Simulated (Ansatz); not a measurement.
# ZrC+ (doublet): the correlation ladder, def2-SVP

Aim: climb from Hartree-Fock through coupled cluster for ZrC+ (doublet) at one geometry and basis, and see what each rung misses.

Computed with Ansatz 0.2.0, Gaussian basis. Level: def2-SVP, core rule «outside noble gas», up to 5 orbitals frozen.

The runs, in order: UHF; CCSD(T) on ROHF; CCSD(T) on UHF; CISD as a restricted active space (open shells left free, so some higher excitations enter); CCSDT(Q) on ROHF; CCSDT(Q) on UHF; CISDTQ; CCSDTQ on ROHF; CCSDTQ on UHF.

11 further runs of the same task are left out: 6 for a known fault of the program, 2 that didn't finish, 3 set aside as unsound or not needed. Runs told in other sessions of the task aren't counted.

**1. What is computed**

The geometry is a PBE0/def2-TZVP stationary point (not a proven minimum) of the parent state, kept for this charge and spin. No spin-orbit coupling is included. Elements past krypton take def2 core potentials.

2 atoms, charge 1, spin multiplicity 2.

Atoms are counted from 1 here; the program's logs count them from 0.

Bond lengths: Zr1–C2 1.897 Å.

**2. UHF**

The input, in.yaml:

```yaml
crystal:
  periodic: [false, false, false]
  atoms:
    - {symbol: Zr, position_ang: [0.000000, 0.000000, 0.000000]}
    - {symbol: C, position_ang: [0.000000, 0.000000, 1.897000]}
basis:
  gaussian: {orbitals: def2-SVP}
total_charge: 1
magnetization: {spin_polarized: true, initial_magnetization: 1}
hamiltonian: {xc: hf}
output: {orbitals: {seedname: orbitals}}
```

Command:

```sh
> ansatz run in.yaml --threads 1 --pin off --events-out ev --progress --plain --max-ram 4160MiB --backend cpu
```

Further steps of the session: CCSD(T) on ROHF; CCSD(T) on UHF; CISD as a restricted active space (open shells left free, so some higher excitations enter); CCSDT(Q) on ROHF; CCSDT(Q) on UHF; CISDTQ; CCSDTQ on ROHF; CCSDTQ on UHF.

Q: Predict the results of all the runs planned. Wanted: UCCSDTQ from the RHF energy; RMP2 from UCCSDTQ; UMP2 from UCCSDTQ; RCCSD from UCCSDTQ; RCCSD(T) from UCCSDTQ; UCCSD(T) from UCCSDTQ; RCCSDT(Q) from UCCSDTQ; UCCSDT(Q) from UCCSDTQ; T1 diagnostic.

As calculated:

| quantity | value |
| --- | --- |
| UCCSDTQ from the ROHF energy | -6.2253 eV |
| RMP2 from UCCSDTQ | +10.07 kcal/mol |
| UMP2 from UCCSDTQ | +42.77 kcal/mol |
| RCCSD from UCCSDTQ | +11.17 kcal/mol |
| RCCSD(T) from UCCSDTQ | +1.89 kcal/mol |
| UCCSD(T) from UCCSDTQ | +2.98 kcal/mol |
| RCCSDT(Q) from UCCSDTQ | -0.29 kcal/mol |
| UCCSDT(Q) from UCCSDTQ | -0.18 kcal/mol |
| levels within 1 kcal/mol (43 meV) | RCCSDT(Q), UCCSDT(Q), RCCSDTQ |
| T1 diagnostic | 0.064 |

In words: RCCSD(T) lands +1.89 kcal/mol from the yardstick (1.3 % of the correlation energy). CCSD(T) misses by +1.89 kcal/mol on the restricted determinant and by +2.98 kcal/mol on the unrestricted one; the two need not hold the same state or core. Coupled cluster took another determinant than the lowest Hartree-Fock one. These misses are within one basis, not against nature; the frozen cores of restricted and unrestricted runs differ, which can shift their rows.
